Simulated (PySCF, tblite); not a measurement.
**C5H6NOSe radical: geometry, infrared bands and EPR parameters**

What infrared bands and EPR parameters should C5H6NOSe radical (`O=CNC1=C[CH]C[Se]1`) show?

The runs use tblite 0.8.0 and PySCF 2.14.0, with density-fitted response routines of our own; the level of theory stands in each step. All values are computed, except where a source is named. Atoms are numbered from 0 throughout.

### Step 1. Starting geometry

14 atoms, charge 0, multiplicity 2; geometry from: force field or distance geometry start.

Bonds of the start (Å): O0–C1 1.24, C1–N2 1.43, N2–C3 1.45, C3–C4 1.33, C4–C5 1.50, C5–C6 1.53, C6–Se7 1.95, Se7–C3 1.91, C1–H8 1.10, N2–H9 1.04, C4–H10 1.08, C5–H11 1.11, C6–H12 1.11, C6–H13 1.11.

### Step 2. Geometry optimisation with GFN2-xTB

Job settings and geometry (Å):

```
{"job": {"kind": "relax", "xc": "GFN2-xTB", "basis": "xTB"}, "charge": 0, "multiplicity": 2}
O      2.124900     2.185900    -0.495600
C      2.539500     1.194300     0.130100
N      1.740900     0.024700     0.352900
C      0.338500    -0.068200    -0.004800
C     -0.304000    -1.234900     0.080000
C     -1.766100    -1.216400    -0.235400
C     -2.259200     0.216700    -0.055900
Se    -0.772700     1.421700    -0.427800
H      3.564100     1.198000     0.516500
H      2.199800    -0.805100     0.774600
H      0.200900    -2.159000     0.318000
H     -1.911800    -1.540800    -1.284400
H     -3.120400     0.423800    -0.718400
H     -2.575200     0.358800     0.998300
```

Run with:

```bash
OMP_NUM_THREADS=1 python probes_run.py task.json out
```

One launch serves the whole session: the jobs run in the order shown.

What it wrote:

```text
step      E/eV     max force
  0    -648.05591    2.961
  1    -648.44269    2.647
  2    -648.64678    1.770
  3    -648.80527    1.063
  4    -648.92387    0.873
  5    -649.01543    0.904
  6    -649.09294    0.906
  7    -649.16164    0.694
  8    -649.23466    0.665
  9    -649.29344    0.614
 10    -649.35380    0.559
 11    -649.39376    0.487
 12    -649.43084    0.546
 13    -649.46217    0.533
 14    -649.47923    0.667
 15    -649.50135    0.609
 16    -649.51919    0.498
 17    -649.54489    0.298
 18    -649.55472    0.345
 19    -649.57266    0.302
 20    -649.58382    0.255
 21    -649.59389    0.331
 22    -649.60392    0.402
 23    -649.61794    0.378
 24    -649.63041    0.259
 25    -649.63828    0.244
 26    -649.64363    0.234
 27    -649.64775    0.210
 28    -649.65119    0.189
 29    -649.65481    0.170
 30    -649.65874    0.240
 31    -649.66326    0.258
 32    -649.66814    0.224
 33    -649.67242    0.171
 34    -649.67585    0.161
 35    -649.68032    0.176
 36    -649.68562    0.181
 37    -649.69007    0.155
 38    -649.69239    0.120
 39    -649.69366    0.120
 40    -649.69477    0.114
 41    -649.69730    0.128
 42    -649.69966    0.161
 43    -649.70275    0.211
 44    -649.70570    0.182
 45    -649.70848    0.177
 46    -649.71016    0.125
 47    -649.71139    0.083
 48    -649.71216    0.077
 49    -649.71275    0.073
 50    -649.71339    0.083
 51    -649.71390    0.079
 52    -649.71425    0.040
 53    -649.71448    0.039
 54    -649.71465    0.035
 55    -649.71480    0.033
 56    -649.71494    0.030
 57    -649.71511    0.027
 58    -649.71530    0.036
 59    -649.71552    0.039
 60    -649.71568    0.037
 61    -649.71581    0.033
 62    -649.71597    0.031
 63    -649.71618    0.034
 64    -649.71637    0.035
 65    -649.71649    0.027
 66    -649.71659    0.025
 67    -649.71669    0.023
 68    -649.71678    0.019
 69    -649.71684    0.020
 70    -649.71689    0.021
 71    -649.71693    0.017
 72    -649.71695    0.009
```

It took 0.4 s on 1 thread of Arm Neoverse V2, shared host.

Relaxation path: (not every step is listed)

```csv
step,energy from step 0 (eV),largest force (eV/Å)
0,0.0000,2.9612
1,-0.3868,2.6473
2,-0.5909,1.7700
3,-0.7494,1.0633
4,-0.8680,0.8729
5,-0.9595,0.9042
6,-1.0370,0.9062
7,-1.1057,0.6944
8,-1.1787,0.6652
13,-1.4063,0.5334
18,-1.4988,0.3451
23,-1.5620,0.3778
28,-1.5953,0.1893
33,-1.6165,0.1707
38,-1.6365,0.1203
43,-1.6468,0.2107
48,-1.6562,0.0771
53,-1.6586,0.0389
58,-1.6594,0.0363
63,-1.6603,0.0339
67,-1.6608,0.0235
68,-1.6609,0.0190
69,-1.6609,0.0205
70,-1.6610,0.0211
71,-1.6610,0.0171
72,-1.6610,0.0092
```

Distances of close pairs at the start and the end, largest changes first:

```csv
bond,before (Å),after (Å),change (Å)
C4–C5,1.496,1.357,-0.139
C1–N2,1.434,1.350,-0.084
N2–C3,1.450,1.374,-0.076
C3–C4,1.335,1.400,+0.065
C5–C6,1.526,1.486,-0.040
C6–Se7,1.949,1.985,+0.036
C5–H11,1.108,1.076,-0.032
C3–Se7,1.906,1.879,-0.028
```

The next job starts from the end point, and lists it.

### Step 3. Vibrational analysis with GFN2-xTB

Job settings and geometry (Å):

```
{"job": {"kind": "ir", "xc": "GFN2-xTB", "basis": "xTB"}, "charge": 0, "multiplicity": 2}
O      1.850751     2.290548     0.150002
C      2.435319     1.223280     0.238225
N      1.805325     0.030064     0.194789
C      0.441790    -0.054176     0.045762
C     -0.293453    -1.244079    -0.009275
C     -1.636209    -1.114980    -0.158950
C     -2.167447     0.270319    -0.247011
Se    -0.611000     1.494442    -0.103474
H      3.523292     1.147012     0.360763
H      2.326715    -0.832466     0.267363
H      0.199897    -2.201334     0.064957
H     -2.315295    -1.947532    -0.217904
H     -2.684264     0.449780    -1.193725
H     -2.876098     0.488648     0.556443
```

What it wrote:

```text
mode    cm-1     km/mol
  1      93.4     13.09
  2     118.2      8.05
  3     192.0     21.17
  4     219.5      8.22
  5     291.5     10.56
  6     374.8      0.69
  7     376.8     18.84
  8     423.6      3.43
  9     536.1     20.75
 10     556.1      9.71
 11     564.3     67.94
 12     651.8     27.32
 13     712.0      6.62
 14     761.0      6.46
 15     788.5     13.11
 16     848.1      4.33
 17     850.7      0.07
 18    1002.7     16.85
 19    1043.0      0.89
 20    1072.0     11.17
 21    1119.7      3.22
 22    1178.1      5.67
 23    1199.1     16.69
 24    1223.6     25.50
 25    1332.3     48.50
 26    1338.6      4.01
 27    1414.1     24.52
 28    1431.0     26.59
 29    1511.2     43.99
 30    1651.3    437.05
 31    2862.5     82.85
 32    2909.3     14.64
 33    2941.2     35.68
 34    3079.1     32.64
 35    3116.2     20.66
 36    3411.8      8.19
```

It took 0.38 s on 1 thread of Arm Neoverse V2, shared host.

The strongest bands and the atoms that carry them (share of the mass-weighted mode):

```csv
cm⁻¹,km/mol,atoms
564,67.9,H9 88 %
652,27.3,H11 76 %
1332,48.5,"N2 19 %, H8 17 %, C4 16 %, H9 14 %"
1511,44.0,"C5 48 %, C4 39 %"
1651,437.1,"C1 61 %, O0 32 %"
2862,82.8,H8 94 %
2941,35.7,"H13 49 %, H12 47 %"
3079,32.6,H10 90 %
```

### Step 4. g tensor and hyperfine couplings: B3LYP/def2-TZVP-core+pcH-1

Same as in step 3 but for these lines:

```diff
@@ -1,2 +1,2 @@
-{"job": {"kind": "ir", "xc": "GFN2-xTB", "basis": "xTB"}, "charge": 0, "multiplicity": 2}
+{"job": {"kind": "epr", "basis": "pcH-1"}, "charge": 0, "multiplicity": 2}
 O      1.850751     2.290548     0.150002
```

Level: UKS B3LYP, def2-TZVP-core on Se, pcH-1 on C H N O, non-relativistic, mean-field spin-orbit, GIAO.

What it wrote:

```text
UKS, coarse grid
  cycle   1  E = -2725.49904809  |g| = 1.58e+00
  cycle   2  E = -2724.59721567  |g| = 1.68e+00
  cycle   3  E = -2725.30667242  |g| = 1.03e+00
  cycle   4  E = -2725.68368285  |g| = 2.31e-01
  cycle   5  E = -2725.69028946  |g| = 1.60e-01
  cycle   6  E = -2725.70271868  |g| = 2.88e-02
  cycle   7  E = -2725.70312932  |g| = 9.97e-03
  cycle   8  E = -2725.70317751  |g| = 3.71e-03
  cycle   9  E = -2725.70319029  |g| = 1.78e-03
  cycle  10  E = -2725.70319285  |g| = 1.58e-03
  cycle  11  E = -2725.70319500  |g| = 6.13e-04
UKS, final grid
  cycle   1  E = -2725.70322257  |g| = 7.59e-04
  cycle   2  E = -2725.70322166  |g| = 1.61e-03
  cycle   3  E = -2725.70322284  |g| = 1.27e-04
  cycle   4  E = -2725.70322284  |g| = 4.56e-05
  cycle   5  E = -2725.70322285  |g| = 3.79e-05
  cycle   6  E = -2725.70322285  |g| = 1.03e-05
E = -2725.70322285 Eh   <S^2> = 0.7688 (exact 0.7500)
g shifts (ppm)      1          2          3
  rmc          -189       -189       -189
  gc            -14         38         37
  oz_so        -633       6700      17385
  total        -836       6549      17233
hyperfine (MHz)  atom isotope    a_iso     a_fc   dipolar eigenvalues
    0   17O      -8.42      -8.12    -30.70     14.82     15.88
    1   13C       1.55       1.55     -4.54     -4.11      8.66
    2   14N      -4.47      -4.48     -0.85     -0.41      1.26
    3   13C      56.19      54.66    -44.01    -42.79     86.80
    4   13C     -37.80     -37.86    -21.48      9.16     12.32
    5   13C      42.12      42.15    -40.05    -38.21     78.26
    6   13C     -22.08     -22.36     -1.18      0.08      1.11
    7  77Se      -7.80       3.93    -83.03    -55.81    138.84
    8    1H      -6.60      -6.64     -3.44     -1.40      4.84
    9    1H      -0.93      -0.97     -2.87     -1.54      4.41
   10    1H       8.37       8.34     -4.01     -0.52      4.53
   11    1H     -32.96     -32.96    -19.38     -0.19     19.57
   12    1H      86.69      86.67     -2.96     -1.26      4.21
   13    1H      86.79      86.78     -2.96     -1.26      4.22
```

Run time: 4 min. Hardware: 1 thread of Arm Neoverse V2, shared host; peak memory 1.3 GiB.

Principal g values 2.00148, 2.00887, 2.01955; g(iso) = 2.00997, against 2.00232 for a free electron.

Mean a(iso) over the nuclei that a row names, and the largest dipolar term of the row (other rows stand at the frozen geometry):

```csv
nuclei,isotope,a(iso) (MHz),"a(iso) (G, at g = 2.0023)",largest dipolar term (MHz)
"H12, H13",1H,86.7,31.0,4.2
C3,13C,56.2,20.1,86.8
C5,13C,42.1,15.0,78.3
C4,13C,-37.8,-13.5,-21.5
H11,1H,-33.0,-11.8,19.6
C6,13C,-22.1,-7.9,-1.2
O0,17O,-8.4,-3.0,-30.7
H10,1H,8.4,3.0,4.5
Se7,77Se,-7.8,-2.8,138.8
H8,1H,-6.6,-2.4,4.8
N2,14N,-4.5,-1.6,1.3
C1,13C,1.6,0.6,8.7
H9,1H,-0.9,-0.3,4.4
```

Mulliken spin populations:

O0 0.09; C1 0.05; N2 -0.02; C3 0.47; C4 -0.20; C5 0.50; C6 -0.05; Se7 0.12; H8 0.00; H9 0.00; H10 0.01; H11 -0.02; H12 0.03; H13 0.03

In first order the couplings over 0.8 MHz of 1H, 14N give 144 distinct lines over 82.5 G, if the averaged nuclei exchange fast.

Orbitals, density, ELF and potential are computed afterwards from the orbital file.

ELF in a plane through or near 12 of the atoms.

Ten even steps from '0' (0.00) to '9' (1.00):
```
0000000000000000000000000000
0000000000000000000000000000
0000000000000110000000000000
0000000010002553000000000000
0000003665206886200000000000
0000026888606434310100000000
0000003846813523654530000000
0000001777513262852651000000
0003777235106634728441000000
0008999428553460388610000000
0008999566382563444520000000
0002884046464871942998200000
0000110189941538757999600000
0000000499930699425999500000
0000000289602999600585000000
0000000011004999600010000000
0000000000000688100000000000
0000000000000010000000000000
0000000000000000000000000000
0000000000000000000000000000
```
The map spans 12.6 Å across and 9.5 Å up, centred on the molecule. Atoms in the plane (x, y in Å): O0 (-2.4, 1.7), C1 (-2.7, 0.5), N2 (-1.8, -0.5), C3 (-0.4, -0.2), C4 (0.6, -1.1), C5 (1.9, -0.6), C6 (2.0, 0.9), Se7 (0.2, 1.6), H8 (-3.7, 0.1), H9 (-2.0, -1.4), H10 (0.4, -2.2), H11 (2.8, -1.2).

On the surface of density 0.002 e/bohr³ the electrostatic potential runs, from the 1st to the 99th percentile, from -1.82 V near O0 to 2.54 V near H9.

The spin density lies nearest to C3, C5 about 27 % each; Se7 11 %; C4 8 % (beta excess); O0 7 %.

### Step 5. Results

| quantity | value |
| --- | --- |
| strongest single infrared mode (GFN2-xTB) | 1651 cm⁻¹, 437 km/mol |
| zero-point energy (GFN2-xTB) | 61.8 kcal/mol |
| g(iso) (B3LYP) | 2.00997 |
| ⟨S²⟩ | 0.769 (exact 0.75) |
| largest a(iso) (averaged by class) | 1H on H12, H13, 86.7 MHz |
| surface potential, 1st and 99th percentile | -1.82 V and 2.54 V |

**Reading.** Relaxing lowered the energy by 1.661 eV in 72 steps; the close pair that moved most is C4–C5, from 1.496 to 1.357 Å. All 36 modes are real, so the xTB geometry is a minimum. The strongest single mode, at 1651 cm⁻¹, moves mainly C1 and O0. GFN2-xTB is a fitted tight-binding method: band positions and strengths are rough. Its intensities can rank the bands wrongly. The largest spin populations lie on C5 (0.50 e), C3 (0.47 e). The isotropic g lies 7.6 ppt above the free-electron value. The hyperfine terms hold no scalar relativity, which the heavier nuclei need.
